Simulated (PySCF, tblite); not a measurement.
# C7H6− (doublet): geometry, infrared bands and EPR parameters

What infrared bands and EPR parameters should C7H6− (doublet) (`[H]/[C-]=[C]/[C@H](C#C)C=C`) show?

Programs: tblite 0.8.0 and PySCF 2.14.0, with density-fitted response routines of our own. Each step states its level of theory. These are calculated values for one molecule in the gas phase, unless marked as measured. Atoms count from 0, in the outputs and in this text.

### Step 1. The starting structure

13 atoms, charge -1, multiplicity 2; geometry from: force field or distance geometry start.

Bonds of the start (Å): C0–C1 1.22, C1–C2 1.46, C2–C3 1.48, C3–C4 1.34, C2–C5 1.50, C5–C6 1.34, C0–H7 1.08, C2–H8 1.11, C4–H9 1.09, C5–H10 1.08, C6–H11 1.09, C6–H12 1.09.

### Step 2. Optimising the geometry with GFN2-xTB

The job: settings as JSON, then the geometry in Å.

```
{"job": {"kind": "relax", "xc": "GFN2-xTB", "basis": "xTB"}, "charge": -1, "multiplicity": 2}
C      1.341600     0.371700     2.148000
C      0.837800     0.207300     1.052400
C      0.232300    -0.022500    -0.254900
C      0.509100    -1.365100    -0.803600
C      1.542000    -2.120100    -0.408100
C     -1.236100     0.281400    -0.194300
C     -1.692300     1.332100    -0.895000
H      1.767000     0.519200     3.132000
H      0.672600     0.722000    -0.957500
H      1.611100    -3.086700    -0.896900
H     -1.906900    -0.323700     0.400500
H     -0.936500     1.871800    -1.457200
H     -2.746100     1.613100    -0.883100
```

Launch:

```
> OMP_NUM_THREADS=1 python probes_run.py task.json out
```

One launch serves the whole session: the jobs run in the order shown.

**Question.** This job is followed by: GFN2-xTB harmonic vibrations, gas phase; UKS B3LYP, pcH-1 on C H, non-relativistic, mean-field spin-orbit, GIAO. What will the session give for the following? strongest single infrared mode (GFN2-xTB); zero-point energy (GFN2-xTB); g(iso) (B3LYP); ⟨S²⟩; largest a(iso).

**Answer**, as computed:

```
                                 quantity                  value
strongest single infrared mode (GFN2-xTB)  2053 cm⁻¹, 688 km/mol
             zero-point energy (GFN2-xTB)          55.6 kcal/mol
                           g(iso) (B3LYP)                2.00218
                                     ⟨S²⟩     0.757 (exact 0.75)
                           largest a(iso)    13C on C3, 95.7 MHz
```

Over 98 steps the energy fell by 0.767 eV; of the close pairs, C3–C4 changed most, 1.339 to 1.210 Å. All 33 modes are real, so the xTB geometry is a minimum. The strongest single mode, at 2053 cm⁻¹, moves mainly C1 and C0. Unscaled tight-binding wavenumbers are off by several per cent, some by more. Its intensities can rank the bands wrongly. The largest share of the spin, 0.38 e, sits on C6. The isotropic g lies 0.1 ppt below the free-electron value.
